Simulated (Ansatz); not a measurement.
Which YAML input does this script hand to the engine? (the Python package of Ansatz (0.2.0))

`deck_lu3sc.py`:
```python
# -*- coding: utf-8 -*-
"""Lu3Sc from an input typed as a mapping."""

import logging
import sys
import warnings

import ansatz as az
import pandas as pd

logging.basicConfig(stream=sys.stdout, format="%(name)s: %(message)s")
log = logging.getLogger("run")
log.setLevel(logging.INFO)

warnings.simplefilter("ignore", az.DeckWarning)

inputs = {
    "crystal": {
        "lattice": [[6.953004, 0.0, 0.0], [-3.476502, 6.021478, 0.0], [0.0, 0.0, 5.37777]],
        "atoms": [
            {"symbol": "Lu", "position": [0.168217, 0.336435, 0.25]},
            {"symbol": "Lu", "position": [0.168217, 0.831783, 0.25]},
            {"symbol": "Lu", "position": [0.663565, 0.831783, 0.25]},
            {"symbol": "Lu", "position": [0.831783, 0.663565, 0.75]},
            {"symbol": "Lu", "position": [0.831783, 0.168217, 0.75]},
            {"symbol": "Lu", "position": [0.336435, 0.168217, 0.75]},
            {"symbol": "Sc", "position": [0.333333, 0.666667, 0.75]},
            {"symbol": "Sc", "position": [0.666667, 0.333333, 0.25]},
        ],
    },
    "kpoints": {"mp_grid": {"kspacing": 0.3}},
    "hamiltonian": {"xc": "lda"},
    "scf": {"occupations": {"method": "cold", "width": 0.1}},
    "output": {"forces": True, "stress": True, "eigenvalues": True},
}

result = az.Session.from_dict(inputs).plan(threads=1).execute()
rep = result.report

energy = rep["free_energy_ev"]
log.info("Lu3Sc: {:.6f} eV = {:.6f} Ry = {:.6f} Ha".format(energy, energy / 13.605693, energy / 27.211386))
log.info("Fermi level {:.4f} eV, {} k-points, {} symmetry operations".format(rep["fermi_energy_ev"], rep["n_kpoints"], rep["n_symmetry_ops"]))

# forces in eV per angstrom
table = pd.DataFrame(rep["forces_ev_ang"], columns=["fx", "fy", "fz"])
table.insert(0, "atom", [site["symbol"] for site in rep["lattice"]["sites"]])
print(table.round(4).to_string())

edges = rep.get("band_edges_ev")
if edges:
    log.info(f"band edges on the mesh: {edges[0]:.3f} and {edges[1]:.3f} eV, gap {edges[1] - edges[0]:.3f} eV")
else:
    print("no band edges reported (a metal, or a gap too narrow for this smearing); Fermi level", round(rep["fermi_energy_ev"], 3), "eV")

fermi = rep["fermi_energy_ev"]
log.info("levels less the Fermi level (eV) at the first k-points")
for k, levels in list(zip(rep["kpoints_frac"], rep["eigenvalues_ev"]))[:6]:
    log.info("k = ({:.3f}, {:.3f}, {:.3f})".format(*k))
    print("   ", " ".join(f"{e - fermi:.3f}" for e in levels))
```

`python deck_lu3sc.py` gives:
```text
run: Lu3Sc: -91135.518780 eV = -6698.337143 Ry = -3349.168572 Ha
run: Fermi level 12.3581 eV, 12 k-points, 24 symmetry operations
  atom      fx      fy   fz
0   Lu  0.0000  0.0044  0.0
1   Lu  0.0038 -0.0022  0.0
2   Lu -0.0038 -0.0022  0.0
3   Lu -0.0000 -0.0044  0.0
4   Lu -0.0038  0.0022  0.0
5   Lu  0.0038  0.0022  0.0
6   Sc  0.0000  0.0000  0.0
7   Sc  0.0000  0.0000  0.0
[... 3 lines left out ...]
    -56.121 -56.100 -56.100 -56.093 -56.086 -56.086 -49.079 -49.079 -28.005 -28.005 -27.995 -27.995 -27.994 -27.982 -27.027 -26.992 -26.921 -26.873 -26.873 -26.859 -26.859 -26.848 -26.848 -26.771 -26.678 -26.678 -26.646 -26.646 -26.624 -26.624 -26.612 -26.599 -5.814 -4.982 -4.980 -4.979 -4.979 -4.973 -4.969 -4.969 -4.962 -4.961 -4.957 -4.956 -4.956 -4.954 [...]
run: k = (0.000, 0.000, 0.250)
    -56.117 -56.098 -56.098 -56.097 -56.089 -56.089 -49.079 -49.079 -28.006 -28.006 -27.998 -27.998 -27.990 -27.984 -27.013 -27.009 -26.939 -26.939 -26.892 -26.892 -26.867 -26.755 -26.755 -26.748 -26.671 -26.671 -26.657 -26.648 -26.648 -26.635 -26.618 -26.618 -5.363 -4.983 -4.980 -4.977 -4.977 -4.974 -4.969 -4.969 -4.964 -4.962 -4.962 -4.955 -4.955 -4.953 [...]
run: k = (0.000, 0.000, -0.500)
    -56.107 -56.107 -56.093 -56.093 -56.093 -56.093 -49.079 -49.079 -28.005 -28.005 -28.005 -28.005 -27.986 -27.986 -27.003 -27.003 -26.943 -26.943 -26.943 -26.943 -26.773 -26.773 -26.692 -26.692 -26.677 -26.677 -26.677 -26.677 -26.637 -26.637 -26.637 -26.637 -4.982 -4.982 -4.970 -4.970 -4.970 -4.970 -4.969 -4.969 -4.964 -4.964 -4.964 -4.964 -4.946 -4.946 [...]
run: k = (0.000, 0.250, 0.000)
    -56.119 -56.103 -56.100 -56.093 -56.086 -56.086 -49.079 -49.079 -28.003 -27.999 -27.994 -27.993 -27.992 -27.983 -26.992 -26.989 -26.897 -26.876 -26.874 -26.868 -26.856 -26.831 -26.814 -26.778 -26.693 -26.680 -26.677 -26.665 -26.663 -26.634 -26.620 -26.595 -5.458 -4.979 -4.977 -4.975 -4.973 -4.971 -4.970 -4.968 -4.962 -4.959 -4.957 -4.956 -4.954 -4.952 [...]
run: k = (0.000, 0.250, 0.250)
    -56.115 -56.101 -56.098 -56.096 -56.089 -56.089 -49.079 -49.079 -28.004 -28.001 -27.998 -27.996 -27.989 -27.984 -26.990 -26.981 -26.941 -26.927 -26.892 -26.866 -26.851 -26.793 -26.762 -26.725 -26.706 -26.691 -26.688 -26.661 -26.640 -26.637 -26.631 -26.616 -5.034 -4.978 -4.976 -4.974 -4.973 -4.970 -4.966 -4.966 -4.964 -4.960 -4.957 -4.954 -4.953 -4.950 [...]
run: k = (0.000, 0.250, -0.500)
    -56.105 -56.105 -56.095 -56.095 -56.093 -56.093 -49.079 -49.079 -28.003 -28.003 -28.000 -28.000 -27.985 -27.985 -26.979 -26.979 -26.941 -26.941 -26.924 -26.924 -26.775 -26.775 -26.735 -26.735 -26.698 -26.698 -26.660 -26.660 -26.649 -26.649 -26.633 -26.633 -4.978 -4.978 -4.972 -4.972 -4.968 -4.968 -4.966 -4.966 -4.960 -4.960 -4.958 -4.958 -4.948 -4.948 [...]
```

`input.yaml`:
```yaml
crystal:
  lattice:
    - [6.953004, 0.0, 0.0]
    - [-3.476502, 6.021478, 0.0]
    - [0.0, 0.0, 5.37777]
  atoms:
    - { symbol: Lu, position: [0.168217, 0.336435, 0.25] }
    - { symbol: Lu, position: [0.168217, 0.831783, 0.25] }
    - { symbol: Lu, position: [0.663565, 0.831783, 0.25] }
    - { symbol: Lu, position: [0.831783, 0.663565, 0.75] }
    - { symbol: Lu, position: [0.831783, 0.168217, 0.75] }
    - { symbol: Lu, position: [0.336435, 0.168217, 0.75] }
    - { symbol: Sc, position: [0.333333, 0.666667, 0.75] }
    - { symbol: Sc, position: [0.666667, 0.333333, 0.25] }
kpoints:
  mp_grid: { kspacing: 0.3 }
hamiltonian:
  xc: lda
scf:
  occupations: { method: cold, width: 0.1 }
output:
  forces: true
  stress: true
  eigenvalues: true
```

Launched from the shell:
```console
$ ansatz run input.yaml --threads 1 --pin off --max-ram 3072MiB --backend cpu --events-out ev --progress --plain --runs-dir out
Warning: the atoms were moved onto the symmetric positions of the space group found under crystal.symmetry.tolerance 1.0e-5 (fractional; no operation is sought that the atoms, as they stand in a round, miss by more than twice it, and no atom is moved by as much as it), and the run uses the moved positions. Before a round's move an operation carried an atom to 6.95e-6 Å from where it should land, [...]
Engine: ansatz 0.2.0, aarch64-unknown-linux-gnu
Pseudopotentials: kind: paw
Pseudopotential: Lu, paw, valence charge 25, recommended cutoff 420 eV (normal), Lu.paw.azcp
Pseudopotential: Sc, paw, valence charge 11, recommended cutoff 420 eV (normal), Sc.paw.azcp
Functional definition: SPW92
  exchange = slater_x
  correlation = pw_c
Crystal: 8 atoms, lattice volume = 225.153 Å³
Basis set: ecut = 420 eV, 4391 PW (Γ)
Bands: 104, of which v1, the nominal top of the filled ones, is band 86 counted from 1 (85 counted from 0)
Symmetry: 24 space group operations
Space group: P63/mmc (ITA 194), of the structure as read, at distance tolerance 6.1e-5 Å
k-points: 12 of 64
Non-local potential: Lu, projectors of the file, l = 0: 3, l = 1: 2, l = 2: 2, l = 3: 3
Non-local potential: Sc, projectors of the file, l = 0: 3, l = 1: 2, l = 2: 3, l = 3: 1
PAW form: soft (Blöchl's): semilocal exchange-correlation on the pseudo side does not see the compensation charge
PAW frozen core: Lu, regenerated for the run's functional, and the local potential with it (the file was generated under x = pbe(κ = 0.804, μ = 0.2195149727645171), c = pbe(β = 0.06672455060314922))
PAW frozen core: Sc, regenerated for the run's functional, and the local potential with it (the file was generated under x = pbe(κ = 0.804, μ = 0.2195149727645171), c = pbe(β = 0.06672455060314922))
PAW one-centre angular grid: Lu, 590 points (default); XC on 64 Gauss nodes
PAW one-centre angular grid: Sc, 590 points (default); XC on 64 Gauss nodes
Initial density: superposition of atomic densities (neutral atoms: chi_scale 0, normalization atom), corrected by the library's trained network
Initial wavefunctions: pseudopotential atomic-orbital guess
Functional: x = slater, c = lda
SCF iter   1: F=—  HF=-91135.544171 eV  |F-HF|=—  |Δ(HF+E_count)|=         —  Δρ=4.83e-3  dr2=7.35e-2  ethr=1.77e-3  ⟨swp⟩=6.4  Hψ=4779  notcnv=0
preconditioner: auto → Kerker (q_TF=auto, 2.609 Å⁻¹)  [metal: Δε(μ)=0.055 eV  Ē_g=12.761 eV  σ=0.100 eV  W_gap=0.29  n_scr=70 (ndim 8)  ℏωp=30.9 eV  f_vac=0.000  D(μ)=13.00/eV (n_scr^D=136)]
SCF iter   2: F=—  HF=-91135.526848 eV  |F-HF|=—  |Δ(HF+E_count)|=   1.73e-2  S|Δr|=    0.00e0  Δρ=3.01e-3  dr2=2.22e-2  ethr=4.28e-5  ⟨swp⟩=2.9  Hψ=2782  notcnv=0  defer=17
SCF iter   3: F=—  HF=-91135.519942 eV  |F-HF|=—  |Δ(HF+E_count)|=   6.91e-3  S|Δr|=    0.00e0  Δρ=1.98e-3  dr2=1.22e-2  ethr=1.29e-5  ⟨swp⟩=2.7  Hψ=2357  notcnv=0  defer=17
SCF iter   4: F=—  HF=-91135.519055 eV  |F-HF|=—  |Δ(HF+E_count)|=   8.87e-4  S|Δr|=    0.00e0  Δρ=9.25e-4  dr2=2.74e-3  ethr=7.07e-6  ⟨swp⟩=2.0  Hψ=1240  notcnv=0  defer=17
SCF iter   5: F=—  HF=-91135.518616 eV  |F-HF|=—  |Δ(HF+E_count)|=   4.39e-4  S|Δr|=    0.00e0  Δρ=2.05e-4  dr2=1.25e-4  ethr=1.59e-6  ⟨swp⟩=2.0  Hψ=1963  notcnv=0  defer=17
SCF iter   6: F=—  HF=-91135.518609 eV  |F-HF|=—  |Δ(HF+E_count)|=   7.23e-6  S|Δr|=    0.00e0  Δρ=7.31e-5  dr2=7.33e-6  ethr=7.27e-8  ⟨swp⟩=2.4  Hψ=2271  notcnv=0  defer=17
SCF iter   7: F=—  HF=-91135.518782 eV  |F-HF|=—  |Δ(HF+E_count)|=   1.73e-4  S|Δr|=    0.00e0  Δρ=3.55e-5  dr2=2.05e-6  ethr=4.26e-9  ⟨swp⟩=3.5  Hψ=3038  notcnv=0  defer=25
SCF iter   8: F=—  HF=-91135.518780 eV  |F-HF|=—  |Δ(HF+E_count)|=   1.90e-6  S|Δr|=    0.00e0  Δρ=8.29e-6  dr2=1.23e-7  ethr=1.19e-9  ⟨swp⟩=3.5  Hψ=2786  notcnv=0  defer=27
SCF iter   9: F=-91135.518780 eV  HF=-91135.518780 eV  |F-HF|=6.40e-9  |Δ(HF+E_count)|=   9.34e-9  S|Δr|=    0.00e0  Δρ=1.38e-6  dr2=4.95e-9  ethr=5.81e-11  ⟨swp⟩=13.3  Hψ=7957  notcnv=0
SCF 1 converged in 9 iterations: F = -91135.518780 eV  dr2 = 4.95e-9
  greatest PAW one-centre occupation: 0.998 electrons in one spin orbital (limit 2), on the Lu atom at site 5 (counted from 0), in its partial waves of l = 0
SCF converged after 9 iterations
Stability not checked: this state was not tested for a lower state beside it, because cold or Methfessel-Paxton smearing, or corrected tetrahedra, fill the levels in a way that the test cannot read (fill_not_monotonic; see scf.lower_state_search)
Free energy (F): -91135.518780 eV
Harris-Foulkes:  -91135.518780 eV  (|F-HF|=6.40e-9)
Internal energy: -91135.519105 eV  (E = F + TS)
E sigma→0 (E₀):  -91135.518888 eV
Entropy (-TS):   0.000325 eV (0.041 meV/atom)
Fermi energy:    12.358127 eV
--- Per-component energies (eV) ---
  E_band       = -496.855539
  E_kinetic    = 3027.176165
  E_local      = -43693.825966  (includes V_loc(G=0)·N_el)
  E_nonlocal   = 3704.746612
  E_hartree    = 18215.202495
  E_xc         = -1497.365179
  E_vxc        = -1795.034159  (∫ρ·V_xc dr)
  E_paw        = -44640.538235  (= ΣΔE_a)
  E_vpaw       = 1829.680001  (= ΣTr[D̂ρ^β])
  E_aug_tail   = 0.000205  (compensation charges beyond the density's cutoff)
  E_ewald      = -26265.436857
  E_core_change = 14.521655  (= ΣΔE_core)
  E_smearing   = 0.000325  (= −TS)
  E_closure    = 0.000000  (closes the sum)
  Σ components = -91135.518780   (vs F -91135.518780, Δ=0.00e0)
--- Forces (eV/Å), atoms counted from 1 ---
  atom   1  Lu     0.00000000     0.00435682     0.00000000
  atom   2  Lu     0.00377312    -0.00217841     0.00000000
  atom   3  Lu    -0.00377312    -0.00217841     0.00000000
  atom   4  Lu    -0.00000000    -0.00435682     0.00000000
  atom   5  Lu    -0.00377312     0.00217841     0.00000000
  atom   6  Lu     0.00377312     0.00217841     0.00000000
  atom   7  Sc     0.00000000     0.00000000     0.00000000
  atom   8  Sc     0.00000000     0.00000000     0.00000000
  max |Σ_I F_I| component: 7.08e-18 eV/Å
--- Stress (GPa, compression-positive) ---
       -5.214887       0.000000       0.000000
        0.000000      -5.214887       0.000000
        0.000000       0.000000      -5.630743
  P = ⅓ Tr σ = -5.3535 GPa (-53.535 kbar)
--- Band table (eV; the first three rows and the last of 12) ---
  k-point 0: bands = ["-43.7629", "-43.7422", "-43.7422", "-43.7349", "-43.7284", "-43.7284", "-36.7211", "-36.7210", "-15.6469", "-15.6469", "-15.6369", "-15.6369", "-15.6364", "-15.6238", "-14.6689", "-14.6342", "-14.5630", "-14.5152", "-14.5152", "-14.5009", "-14.5009", "-14.4904", "-14.4904", "-14.4132", "-14.3195", "-14.3195", "-14.2882", "-14.2882", "-14.2660", "-14.2660", "-14.2534", "-14.2413", "6.5441", "7.3757", "7.3781", "7.3793", "7.3793", "7.3852", "7.3896", "7.3896", "7.3956", "7.3967", "7.4010", "7.4019", "7.4019", "7.4042", "7.4042", "7.4078", "7.4099", "7.4099", "7.4109", "7.4109", "7.4278", "7.4278", "7.4282", "7.4295", "7.4347", "7.4347", "7.4381", "7.4444", "7.4444", "7.4457", "7.4457", "7.4462", "7.4462", "7.4464", "7.4464", "7.4465", "7.4465", "7.4491", "7.4548", "7.4548", "7.4574", "7.4598", "7.4761", "10.0679", "10.0679", "10.0999", "10.4171", "11.0419", "11.0612", "11.0612", "11.4377", "11.6404", "11.6404", "11.9385", "11.9385", "12.1653", "13.1713", "13.6195", "13.6195", "13.7788", "14.0634", "14.0634", "14.0711", "14.0711", "14.1521", "14.3789", "14.6134", "14.7207", "14.7207", "14.7426", "14.7426", "15.1049"]
  k-point 1: bands = ["-43.7588", "-43.7402", "-43.7402", "-43.7390", "-43.7304", "-43.7304", "-36.7211", "-36.7211", "-15.6481", "-15.6481", "-15.6404", "-15.6404", "-15.6318", "-15.6260", "-14.6553", "-14.6506", "-14.5805", "-14.5805", "-14.5335", "-14.5335", "-14.5094", "-14.3969", "-14.3969", "-14.3902", "-14.3129", "-14.3129", "-14.2989", "-14.2898", "-14.2898", "-14.2772", "-14.2597", "-14.2597", "6.9955", "7.3756", "7.3784", "7.3807", "7.3807", "7.3843", "7.3886", "7.3886", "7.3937", "7.3965", "7.3965", "7.4032", "7.4032", "7.4053", "7.4063", "7.4106", "7.4134", "7.4134", "7.4202", "7.4202", "7.4210", "7.4215", "7.4215", "7.4246", "7.4290", "7.4290", "7.4326", "7.4385", "7.4385", "7.4394", "7.4394", "7.4487", "7.4487", "7.4512", "7.4512", "7.4519", "7.4519", "7.4531", "7.4548", "7.4559", "7.4559", "7.4621", "7.4700", "9.5557", "10.0983", "10.0983", "10.2823", "10.8839", "10.8839", "10.8929", "11.9747", "12.0392", "12.0392", "12.0569", "12.0569", "12.1491", "13.0461", "13.7712", "13.7712", "13.8217", "13.8913", "13.8913", "14.0489", "14.2042", "14.2042", "14.2623", "14.3523", "14.3523", "14.4939", "14.4939", "14.5552", "15.4223"]
  k-point 2: bands = ["-43.7489", "-43.7489", "-43.7353", "-43.7353", "-43.7353", "-43.7353", "-36.7211", "-36.7211", "-15.6465", "-15.6465", "-15.6465", "-15.6465", "-15.6279", "-15.6279", "-14.6451", "-14.6451", "-14.5853", "-14.5853", "-14.5853", "-14.5853", "-14.4152", "-14.4152", "-14.3340", "-14.3340", "-14.3188", "-14.3188", "-14.3188", "-14.3188", "-14.2792", "-14.2792", "-14.2792", "-14.2792", "7.3761", "7.3761", "7.3884", "7.3884", "7.3884", "7.3884", "7.3896", "7.3896", "7.3939", "7.3939", "7.3939", "7.3939", "7.4119", "7.4119", "7.4130", "7.4130", "7.4130", "7.4130", "7.4151", "7.4151", "7.4205", "7.4205", "7.4313", "7.4313", "7.4313", "7.4313", "7.4345", "7.4345", "7.4345", "7.4345", "7.4527", "7.4527", "7.4527", "7.4527", "7.4536", "7.4536", "7.4536", "7.4536", "7.4556", "7.4556", "7.4627", "7.4627", "8.1958", "8.1958", "10.3962", "10.3962", "10.3962", "10.3962", "10.4469", "10.4469", "12.4555", "12.4555", "12.4555", "12.4555", "12.4570", "12.4570", "13.4708", "13.4708", "13.6711", "13.6711", "13.6884", "13.6884", "13.6884", "13.6884", "14.1264", "14.1264", "14.1264", "14.1264", "14.9001", "14.9001", "14.9001", "14.9001"]
  k-point 11: bands = ["-43.7445", "-43.7445", "-43.7397", "-43.7397", "-43.7353", "-43.7353", "-36.7211", "-36.7211", "-15.6416", "-15.6416", "-15.6388", "-15.6388", "-15.6267", "-15.6267", "-14.5937", "-14.5937", "-14.5780", "-14.5780", "-14.5374", "-14.5374", "-14.4394", "-14.4394", "-14.3996", "-14.3996", "-14.3521", "-14.3521", "-14.3290", "-14.3290", "-14.2826", "-14.2826", "-14.2719", "-14.2719", "7.3846", "7.3846", "7.3859", "7.3859", "7.3914", "7.3914", "7.4003", "7.4003", "7.4019", "7.4019", "7.4045", "7.4045", "7.4066", "7.4066", "7.4091", "7.4091", "7.4118", "7.4118", "7.4184", "7.4184", "7.4223", "7.4223", "7.4248", "7.4248", "7.4289", "7.4289", "7.4324", "7.4324", "7.4353", "7.4353", "7.4372", "7.4372", "7.4413", "7.4413", "7.4457", "7.4457", "7.4466", "7.4466", "7.4525", "7.4525", "7.4551", "7.4551", "9.0498", "9.0498", "9.8639", "9.8639", "10.1403", "10.1403", "11.3402", "11.3402", "12.4192", "12.4192", "12.5757", "12.5757", "12.5993", "12.5993", "12.6877", "12.6877", "12.9117", "12.9117", "13.4490", "13.4490", "13.5016", "13.5016", "13.7391", "13.7391", "14.6368", "14.6368", "14.8173", "14.8173", "15.0244", "15.0244"]
```

Total energies depend on the potentials; only differences at equal settings carry meaning. A total without «per atom» is that of the cell as typed. Spin is left out of this run. The computed bands are complete only to about 2.5 eV above the Fermi level. For a metal this k-point mesh is coarse: on a finer one energies can move by several to tens of meV an atom and pressures by half a GPa or more, differences at one mesh by less. An absolute Fermi energy rests on an arbitrary zero of the periodic potential and has no direct meaning. At these settings the cell as given stands under about -5 GPa, so it isn't at this functional's equilibrium volume. The structure comes from a database of computed cells and needn't be a stable or known phase. Levels are Kohn-Sham eigenvalues on this mesh, without spin-orbit coupling. Finished in 40 s on 1 thread of Arm Neoverse N1 (shared host), peak memory 0.69 GiB.

(A comment or docstring line of the script was reworded after the run, the code is as it ran; lines on the test bed's own set-up are left out of the output.)
